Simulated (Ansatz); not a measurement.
# C6H16F2N2Zr: up Jacob's ladder to CCSD(T)

The task here is to estimate one member of a computed series from the others.

Computed with Ansatz 0.2.0, Gaussian basis. Level: functionals in def2-TZVPP, the program's frozen cores in correlated methods.

Plan: LDA (SPW92), PBE-D4, revPBE-D4, BLYP-D4, r2SCAN-D4, B97M-V, PBE0-D4, B3LYP-D4, r2SCANh-D4, r2SCAN0-D4, HSE06-D4, BHLYP-D4, CAM-B3LYP-D4, LC-ωPBE, ωB97X-V, ωB97M-V, B2PLYP, PBE-QIDH; CCSD(T)/def2-SVP; CCSD(T)/def2-TZVPP; MP2/def2-QZVPP; extrapolation to the limit; RPA on PBE.

### Structure used throughout

An earlier PBE0-D4 in a triple-zeta def2 set relaxation fixed the geometry. Zr takes the def2 core potential; no spin-orbit term is included.

27 atoms, charge 0, spin multiplicity 1.

Atoms are counted from 1 here; the program's logs count them from 0.

Bond lengths: C1–C2 1.521 Å, C1–H12 1.092 Å, C1–H13 1.093 Å, C1–H14 1.092 Å, C2–N3 1.452 Å, C2–H15 1.103 Å, C2–H16 1.101 Å, N3–C4 1.439 Å, N3–Zr5 2.019 Å, C4–H17 1.098 Å, C4–H18 1.092 Å, C4–H19 1.100 Å, Zr5–F6 1.929 Å, Zr5–F7 1.934 Å, Zr5–N8 2.027 Å, N8–C9 1.447 Å, N8–C10 1.444 Å, C9–H20 1.099 Å and more. Angles: C2–C1–H12 111.4°, C2–C1–H13 110.5°, C2–C1–H14 110.5°, H12–C1–H13 107.6°, H12–C1–H14 108.3°, H13–C1–H14 108.4°, C1–C2–N3 114.6°, C1–C2–H15 108.2°, C1–C2–H16 110.0°, N3–C2–H15 108.9°, N3–C2–H16 109.8°, H15–C2–H16 104.9°, C2–N3–C4 114.8°, C2–N3–Zr5 111.5°, C4–N3–Zr5 133.7°, N3–C4–H17 112.7°, N3–C4–H18 110.0°, N3–C4–H19 111.3° and more.

The first run:

Contents of in.yaml:

```yaml
crystal:
  periodic: [false, false, false]
  atoms:
    - {symbol: C, position_ang: [0.699769, 1.702148, 2.960841]}
    - {symbol: C, position_ang: [-0.263966, 1.956464, 1.812234]}
    - {symbol: N, position_ang: [-0.513354, 0.803501, 0.966304]}
    - {symbol: C, position_ang: [-1.259638, -0.255040, 1.593883]}
    - {symbol: Zr, position_ang: [0.256998, 1.062498, -0.881626]}
    - {symbol: F, position_ang: [-0.639803, 2.561109, -1.701764]}
    - {symbol: F, position_ang: [2.147285, 1.405457, -0.659659]}
    - {symbol: N, position_ang: [-0.191215, -0.638778, -1.888138]}
    - {symbol: C, position_ang: [-1.326414, -0.663751, -2.784520]}
    - {symbol: C, position_ang: [0.500794, -1.904866, -1.825290]}
    - {symbol: C, position_ang: [1.649610, -1.884031, -0.836720]}
    - {symbol: H, position_ang: [0.308101, 0.952777, 3.651698]}
    - {symbol: H, position_ang: [0.868956, 2.619650, 3.529487]}
    - {symbol: H, position_ang: [1.661786, 1.350258, 2.581317]}
    - {symbol: H, position_ang: [0.146757, 2.771376, 1.192233]}
    - {symbol: H, position_ang: [-1.217141, 2.347892, 2.199527]}
    - {symbol: H, position_ang: [-0.715615, -0.722023, 2.425610]}
    - {symbol: H, position_ang: [-1.481803, -1.037269, 0.865686]}
    - {symbol: H, position_ang: [-2.215988, 0.112922, 1.993651]}
    - {symbol: H, position_ang: [-1.025044, -0.903636, -3.813599]}
    - {symbol: H, position_ang: [-2.067133, -1.413244, -2.472685]}
    - {symbol: H, position_ang: [-1.829725, 0.307965, -2.810322]}
    - {symbol: H, position_ang: [0.876570, -2.180433, -2.822986]}
    - {symbol: H, position_ang: [-0.212795, -2.694551, -1.541504]}
    - {symbol: H, position_ang: [1.298575, -1.642187, 0.172531]}
    - {symbol: H, position_ang: [2.412058, -1.152839, -1.118531]}
    - {symbol: H, position_ang: [2.132386, -2.861361, -0.787646]}
basis:
  gaussian: {orbitals: def2-TZVPP}
hamiltonian: {xc: lda}
output: {orbitals: {seedname: orbitals}}
```

Command:

```console
> ansatz run in.yaml --threads 11 --pin off --events-out ev --progress --plain --max-ram 120832MiB --backend cuda --devices 0, --max-vram 75GiB
```

Steps of the session up to this table: LDA; PBE-D4 (GGA); revPBE-D4 (GGA); BLYP-D4 (GGA); r2SCAN-D4 (meta-GGA); B97M-V (meta-GGA); PBE0-D4 (hybrid); B3LYP-D4 (hybrid); r2SCANh-D4 (hybrid); r2SCAN0-D4 (hybrid); HSE06-D4 (hybrid); BHLYP-D4 (hybrid); CAM-B3LYP-D4 (range-separated); LC-ωPBE (range-separated); ωB97X-V (range-separated); ωB97M-V (range-separated); B2PLYP (double hybrid); PBE-QIDH (double hybrid).

One table of the session follows, with a row left open; its other results are not shown here.

It belongs to the step «Orbital energies across the functionals». 

| functional | HOMO (eV) | gap (eV) |
| --- | --- | --- |
| LDA (SPW92) | -5.35 | 3.96 |
| PBE-D4 | -5.19 | 4.07 |
| revPBE-D4 | ? | ? |
| BLYP-D4 | -5.09 | 4.07 |
| r2SCAN-D4 | -5.42 | 4.49 |
| B97M-V | -5.55 | 4.58 |
| PBE0-D4 | -6.46 | 6.25 |
| B3LYP-D4 | -6.27 | 5.80 |
| r2SCANh-D4 | -5.90 | 5.31 |
| r2SCAN0-D4 | -6.63 | 6.54 |
| HSE06-D4 | -6.07 | 5.47 |
| BHLYP-D4 | -7.68 | 8.26 |
| CAM-B3LYP-D4 | -7.83 | 8.54 |
| LC-ωPBE | -9.12 | 10.88 |
| ωB97X-V | -8.81 | 10.41 |
| ωB97M-V | -8.74 | 9.80 |

Estimate the missing values for revPBE-D4.

As computed: HOMO (eV): -5.13; gap (eV): 4.11. In the column «HOMO (eV)» it lies between PBE-D4 (-5.19) and BLYP-D4 (-5.09).
